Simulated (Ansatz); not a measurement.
Predict the output of the script below (Ansatz 0.2.0 through its Python package).

The script, `pa_h4ssn.py`:
```python
import ansatz as az
import numpy as np

geometry_ang = [
    ("S", [1.0926, -0.9649, 1.3116]),
    ("Sn", [-0.3142, 0.454, -0.1514]),
    ("H", [1.0996, -1.9373, 0.3192]),
    ("H", [-1.7092, -0.3878, -0.5597]),
    ("H", [0.5823, 0.804, -1.6331]),
    ("H", [-0.709, 1.968, 0.6671]),
]
molecule = az.Crystal.molecule()
for symbol, xyz in geometry_ang:
    molecule = molecule.atom(symbol, xyz)

calc = molecule.calculation()
calc = calc.basis(gaussian="def2-SVP")
calc = calc.functional("HF")
symbols = [site.symbol for site in molecule.cartesian_sites]
start = np.array([site.position_ang for site in molecule.cartesian_sites], dtype=float)
report = calc.relax(force_tolerance=0.01, max_steps=100).run().report
end = np.array(report["positions_ang"])

away = sum((end[0] - end[j]) / np.linalg.norm(end[0] - end[j]) for j in [1, 2]) + np.array([0.15, 0.1, -0.2])
proton = end[0] + 1.4 * away / np.linalg.norm(away)
acid = az.Crystal.molecule()
for symbol, place in zip(symbols, end):
    acid = acid.atom(symbol, place.tolist())
acid = acid.atom("H", proton.tolist())
protonated = (
    acid.calculation()
    .basis(gaussian="def2-SVP")
    .functional("HF")
    .charge(1)
    .relax(force_tolerance=0.01, max_steps=80)
)
after = protonated.run().report
xyz = np.array(after["positions_ang"])
reach = np.linalg.norm(xyz[:-1] - xyz[-1], axis=1)
print(f"base {report['free_energy_ev']:.5f} eV, protonated {after['free_energy_ev']:.5f} eV")
print(f"the proton ends {reach.min():.3f} A from {symbols[reach.argmin()]}{reach.argmin()}")
print(f"electronic proton affinity {(report['free_energy_ev'] - after['free_energy_ev']):.3f} eV")
```

```console
$ python pa_h4ssn.py
base -16682.69183 eV, protonated -16691.36065 eV
the proton ends 1.339 A from S0
electronic proton affinity 8.669 eV
```

Reading the output:
- Total energies depend on the basis set; only differences at equal settings carry meaning.
- The proton is put on one chosen atom, which needn't be the most basic site, so the molecule's proton affinity can be higher; the ends are stationary points, not checked by frequencies, and zero-point and thermal terms count only where printed.
- def2 sets replace the cores of elements past krypton by effective core potentials.
- Hartree-Fock leaves correlation out, so bond, atomisation and ionisation energies come out well too low.
- Wall time of the script: 30 s on 1 thread of Arm Neoverse V1, with other jobs on the host, peak memory 0.2 GiB.
